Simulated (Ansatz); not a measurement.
**Ge2HF (quintet): the correlation ladder, cc-pVDZ**

An exercise on one series of results from a longer session: the logs are not shown, and one member is left open.

Method: cc-pVDZ, core rule «outside noble gas», up to 29 orbitals frozen; program: Ansatz 0.2.0, Gaussian basis.

Plan: UHF; CCSD(T) on ROHF; CCSD(T) on UHF; BCCD(T) on ROHF; CISD as a restricted active space (open shells left free, so some higher excitations enter); CCSDT(Q) on ROHF; CCSDT(Q) on UHF.

5 further runs of the same task are left out: 1 for a known fault of the program, 4 set aside as unsound or not needed. Runs told in other sessions of the task aren't counted.

## What is computed

The geometry is a PBE0/def2-TZVP stationary point (not a proven minimum) of the parent state, kept for this charge and spin. No spin-orbit coupling is included. The filled d shell of Ge may be among the frozen orbitals whatever the setting's name suggests.

4 atoms, charge 0, spin multiplicity 5.

Atoms are counted from 1 here; the program's logs count them from 0.

Bond lengths: F1–Ge2 1.748 Å, Ge2–Ge3 2.390 Å, Ge2–H4 1.555 Å. Angles: F1–Ge2–Ge3 123.9°, F1–Ge2–H4 99.7°, Ge3–Ge2–H4 136.4°.

The first run:

The input, in.yaml:

```yaml
crystal:
  periodic: [false, false, false]
  atoms:
    - {symbol: F, position_ang: [0.000000, -0.916623, 2.112055]}
    - {symbol: Ge, position_ang: [0.000000, 0.329446, 0.886053]}
    - {symbol: Ge, position_ang: [0.000000, -0.111789, -1.463364]}
    - {symbol: H, position_ang: [0.000000, 1.591075, 1.795915]}
basis:
  gaussian: {orbitals: cc-pVDZ}
magnetization: {spin_polarized: true, initial_magnetization: 4}
hamiltonian: {xc: hf}
output: {orbitals: {seedname: orbitals}}
```

Started as:

```sh
ansatz run in.yaml --threads 1 --pin off --events-out ev --progress --plain --max-ram 4096MiB --backend cpu
```

Steps of the session up to this table: UHF; CCSD(T) on ROHF; CCSD(T) on UHF; BCCD(T) on ROHF; CISD as a restricted active space (open shells left free, so some higher excitations enter); CCSDT(Q) on ROHF; CCSDT(Q) on UHF.

One of the session's tables, all rows but one given; the rest of the session is left out.

| method | from RCCSDT(Q) (meV) |
| --- | --- |
| ROHF | +9404.0 |
| UHF | +9233.3 |
| RMP2 | +991.7 |
| UMP2 | +999.3 |
| RCCSD | +271.5 |
| UCCSD | +245.8 |
| RCCSD(T) | +52.4 |
| UCCSD(T) | +30.1 |
| BCCD(T) | +48.5 |
| RCCSDT | +19.4 |
| UCCSDT | -4.0 |
| RCCSDT(Q) | 0 |
| UCCSDT(Q) | ? |

Q: Estimate the row for UCCSDT(Q) from the others.

The run gave: from RCCSDT(Q) (meV): -26.6. In the column «from RCCSDT(Q) (meV)» it is the lowest.

Not comparable, so not listed: CISD as a restricted active space (open shells left free, so some higher excitations enter) (they don't share determinant, frozen orbitals or solution with the rows shown, or repeat one).

Caveats from the session: Restricted and unrestricted rows rest on different reference determinants; a gap between their highest levels can come from leftover correlation error, from unlike frozen cores or from another state.
